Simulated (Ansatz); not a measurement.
**CH5GaGe: a ladder of functionals and wavefunction methods**

The task here is to estimate one member of a computed series from the others.

The runs use Ansatz 0.2.0, Gaussian basis; functionals in def2-TZVPP, the program's frozen cores in correlated methods.

Levels to be run: LDA (SPW92), PBE-D4, revPBE-D4, BLYP-D4, r2SCAN-D4, B97M-V, PBE0-D4, B3LYP-D4, r2SCANh-D4, r2SCAN0-D4, HSE06-D4, BHLYP-D4, CAM-B3LYP-D4, LC-ωPBE, ωB97X-V, ωB97M-V, B2PLYP, PBE-QIDH; CCSD(T)/def2-SVP; CCSD(T)/def2-TZVPP; MP2/def2-QZVPP; extrapolation to the limit; RPA on PBE.

## The relaxed structure

An earlier PBE0-D4 in a triple-zeta def2 set relaxation fixed the geometry.

8 atoms, charge 0, spin multiplicity 1.

Atoms are counted from 1 here; the program's logs count them from 0.

Bond lengths: C1–Ga2 2.040 Å, C1–Ge3 1.949 Å, C1–H4 1.098 Å, C1–H5 1.098 Å, Ge3–H6 1.543 Å, Ge3–H7 1.542 Å, Ge3–H8 1.543 Å. Angles: Ga2–C1–Ge3 115.3°, Ga2–C1–H4 108.7°, Ga2–C1–H5 108.8°, Ge3–C1–H4 108.3°, Ge3–C1–H5 108.3°, H4–C1–H5 107.3°, C1–Ge3–H6 110.1°, C1–Ge3–H7 113.2°, C1–Ge3–H8 110.1°, H6–Ge3–H7 107.8°, H6–Ge3–H8 107.5°, H7–Ge3–H8 107.9°.

Set-up of the first run:

in.yaml reads:

```yaml
crystal:
  periodic: [false, false, false]
  atoms:
    - {symbol: C, position_ang: [-0.363068, 0.620797, -0.679915]}
    - {symbol: Ga, position_ang: [-1.057478, 2.290808, 0.262879]}
    - {symbol: Ge, position_ang: [0.412857, -0.732604, 0.488872]}
    - {symbol: H, position_ang: [-1.189475, 0.161176, -1.237078]}
    - {symbol: H, position_ang: [0.397621, 0.919416, -1.412598]}
    - {symbol: H, position_ang: [1.603419, -0.138808, 1.270799]}
    - {symbol: H, position_ang: [0.920194, -1.974716, -0.271242]}
    - {symbol: H, position_ang: [-0.632072, -1.203269, 1.522482]}
basis:
  gaussian: {orbitals: def2-TZVPP}
hamiltonian: {xc: lda}
output: {orbitals: {seedname: orbitals}}
```

Launch:

```sh
> ansatz run in.yaml --threads 2 --pin off --events-out ev --progress --plain --max-ram 4352MiB
```

Among the steps run: LDA; PBE-D4 (GGA); revPBE-D4 (GGA); BLYP-D4 (GGA); r2SCAN-D4 (meta-GGA); B97M-V (meta-GGA); B3LYP-D4 (hybrid); r2SCANh-D4 (hybrid); r2SCAN0-D4 (hybrid); HSE06-D4 (hybrid); BHLYP-D4 (hybrid); CAM-B3LYP-D4 (range-separated); LC-ωPBE (range-separated); ωB97X-V (range-separated); ωB97M-V (range-separated); B2PLYP (double hybrid); PBE-QIDH (double hybrid).

One table of the session follows, with a row left open; its other results are not shown here.

It belongs to the step «Orbital energies across the functionals». 

| functional | HOMO (eV) | LUMO (eV) | gap (eV) |
| --- | --- | --- | --- |
| LDA (SPW92) | -5.04 | -2.45 | 2.60 |
| PBE-D4 | -4.90 | -2.23 | 2.67 |
| revPBE-D4 | -4.85 | -2.13 | 2.72 |
| BLYP-D4 | -4.78 | -2.16 | 2.61 |
| r2SCAN-D4 | -5.13 | -2.08 | 3.05 |
| B97M-V | -5.09 | -2.17 | 2.91 |
| PBE0-D4 | -5.84 | -1.48 | 4.36 |
| B3LYP-D4 | -5.69 | -1.73 | 3.97 |
| r2SCANh-D4 | -5.48 | -1.81 | 3.67 |
| r2SCAN0-D4 | -6.00 | -1.41 | 4.59 |
| HSE06-D4 | -5.45 | -1.85 | 3.61 |
| BHLYP-D4 | -6.68 | -0.75 | 5.94 |
| CAM-B3LYP-D4 | -7.06 | -0.57 | 6.48 |
| LC-ωPBE | -8.25 | 0.52 | 8.77 |
| ωB97X-V | ? | ? | ? |
| ωB97M-V | -7.88 | 0.22 | 8.10 |

**Question.** Estimate the row for ωB97X-V.

The run gave: HOMO (eV): -7.96; LUMO (eV): 0.38; gap (eV): 8.34. In the column «HOMO (eV)» it lies between LC-ωPBE (-8.25) and ωB97M-V (-7.88).
